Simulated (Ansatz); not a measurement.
# C₄H₉Cl₃SiTe: one species, many methods

An exercise on one series of results from a longer session: the logs are not shown, and one member is left open.

Method: functionals in def2-TZVPP, the program's frozen cores in correlated methods; program: Ansatz 0.2.0, Gaussian basis.

Plan: LDA (SPW92), PBE-D4, revPBE-D4, BLYP-D4, r2SCAN-D4, B97M-V, PBE0-D4, B3LYP-D4, r2SCANh-D4, r2SCAN0-D4, HSE06-D4, BHLYP-D4, CAM-B3LYP-D4, LC-ωPBE, ωB97X-V, ωB97M-V, B2PLYP, PBE-QIDH; CCSD(T)/def2-SVP; CCSD(T)/def2-TZVPP; MP2/def2-QZVPP; extrapolation to the limit; RPA on PBE.

## Structure used throughout

The geometry comes from an earlier relaxation with PBE0-D4 in a triple-zeta def2 set; it is a stationary point, not always the lowest conformer. Te takes the def2 core potential; no spin-orbit term is included.

18 atoms, charge 0, spin multiplicity 1.

Atoms are counted from 1 here; the program's logs count them from 0.

Bond lengths: C1–C2 1.520 Å, C1–H10 1.092 Å, C1–H11 1.096 Å, C1–H12 1.093 Å, C2–C3 1.516 Å, C2–C4 1.517 Å, C2–Te5 2.211 Å, C3–H13 1.091 Å, C3–H14 1.097 Å, C3–H15 1.091 Å, C4–H16 1.097 Å, C4–H17 1.091 Å, C4–H18 1.090 Å, Te5–Si6 2.455 Å, Si6–Cl7 2.047 Å, Si6–Cl8 2.040 Å, Si6–Cl9 2.045 Å. Angles: C2–C1–H10 111.9°, C2–C1–H11 108.8°, C2–C1–H12 112.1°, H10–C1–H11 107.9°, H10–C1–H12 108.5°, H11–C1–H12 107.5°, C1–C2–C3 110.8°, C1–C2–C4 110.9°, C1–C2–Te5 103.8°, C3–C2–C4 111.4°, C3–C2–Te5 110.7°, C4–C2–Te5 109.0°, C2–C3–H13 112.1°, C2–C3–H14 108.6°, C2–C3–H15 112.2°, H13–C3–H14 108.1°, H13–C3–H15 108.4°, H14–C3–H15 107.3° and more.

Coordinates:

```xyz
18

C    -0.5052   -1.2470   -1.7458
C    -0.3504   -0.3264   -0.5460
C    -0.3031   -1.1241    0.7420
C    -1.4560    0.7120   -0.5149
Te    1.5806    0.6884   -0.9066
Si    2.0835    1.5097    1.3514
Cl    0.5333    2.5184    2.2292
Cl    3.6626    2.7866    1.1557
Cl    2.6281    0.0557    2.6823
H     0.2799   -2.0048   -1.7812
H    -1.4696   -1.7631   -1.6730
H    -0.4990   -0.6957   -2.6895
H     0.5301   -1.8281    0.7582
H    -1.2341   -1.6970    0.8342
H    -0.2289   -0.4819    1.6213
H    -2.4194    0.2013   -0.3928
H    -1.4946    1.2885   -1.4408
H    -1.3378    1.4077    0.3163
```

The first run:

in.yaml

```yaml
crystal:
  periodic: [false, false, false]
  atoms:
    - {symbol: C, position_ang: [-0.505227, -1.246973, -1.745833]}
    - {symbol: C, position_ang: [-0.350443, -0.326430, -0.546004]}
    - {symbol: C, position_ang: [-0.303137, -1.124110, 0.742009]}
    - {symbol: C, position_ang: [-1.455983, 0.711996, -0.514901]}
    - {symbol: Te, position_ang: [1.580586, 0.688432, -0.906574]}
    - {symbol: Si, position_ang: [2.083492, 1.509654, 1.351371]}
    - {symbol: Cl, position_ang: [0.533256, 2.518368, 2.229193]}
    - {symbol: Cl, position_ang: [3.662589, 2.786578, 1.155715]}
    - {symbol: Cl, position_ang: [2.628108, 0.055686, 2.682257]}
    - {symbol: H, position_ang: [0.279943, -2.004778, -1.781158]}
    - {symbol: H, position_ang: [-1.469579, -1.763148, -1.673017]}
    - {symbol: H, position_ang: [-0.498992, -0.695673, -2.689527]}
    - {symbol: H, position_ang: [0.530115, -1.828070, 0.758216]}
    - {symbol: H, position_ang: [-1.234114, -1.697038, 0.834225]}
    - {symbol: H, position_ang: [-0.228874, -0.481946, 1.621278]}
    - {symbol: H, position_ang: [-2.419366, 0.201304, -0.392803]}
    - {symbol: H, position_ang: [-1.494589, 1.288459, -1.440751]}
    - {symbol: H, position_ang: [-1.337773, 1.407689, 0.316316]}
basis:
  gaussian: {orbitals: def2-TZVPP}
hamiltonian: {xc: lda}
output: {orbitals: {seedname: orbitals}}
```

Among the steps run: LDA; PBE-D4 (GGA); revPBE-D4 (GGA); BLYP-D4 (GGA); r2SCAN-D4 (meta-GGA); B97M-V (meta-GGA); PBE0-D4 (hybrid); B3LYP-D4 (hybrid); r2SCANh-D4 (hybrid); r2SCAN0-D4 (hybrid); HSE06-D4 (hybrid); BHLYP-D4 (hybrid); CAM-B3LYP-D4 (range-separated); LC-ωPBE (range-separated); ωB97X-V (range-separated); ωB97M-V (range-separated); B2PLYP (double hybrid); PBE-QIDH (double hybrid).

One of the session's tables, all rows but one given; the rest of the session is left out.

It belongs to the step «Frontier levels by functional». 

```
  functional  HOMO (eV)  gap (eV)
 LDA (SPW92)      -5.68      3.33
      PBE-D4      -5.51      3.41
   revPBE-D4      -5.45      3.46
     BLYP-D4          ?         ?
   r2SCAN-D4      -5.75      3.83
      B97M-V      -5.78      3.89
     PBE0-D4      -6.55      5.26
    B3LYP-D4      -6.32      4.86
  r2SCANh-D4      -6.13      4.50
  r2SCAN0-D4      -6.71      5.50
    HSE06-D4      -6.16      4.50
    BHLYP-D4      -7.42      7.08
CAM-B3LYP-D4      -7.77      7.52
     LC-ωPBE      -9.07      9.87
     ωB97X-V      -8.76      9.47
     ωB97M-V      -8.64      9.19
```

**Question.** Estimate the row for BLYP-D4.

Worked estimate for «HOMO (eV)». Against the share of exact exchange, B3LYP-D4 (0.2, -6.32), BHLYP-D4 (0.5, -7.42) give a slope of -3.67 per unit share; at 0 the line stands at -5.59.

As computed: HOMO (eV): -5.33; gap (eV): 3.39. In «HOMO (eV)» the line misses by -0.26.
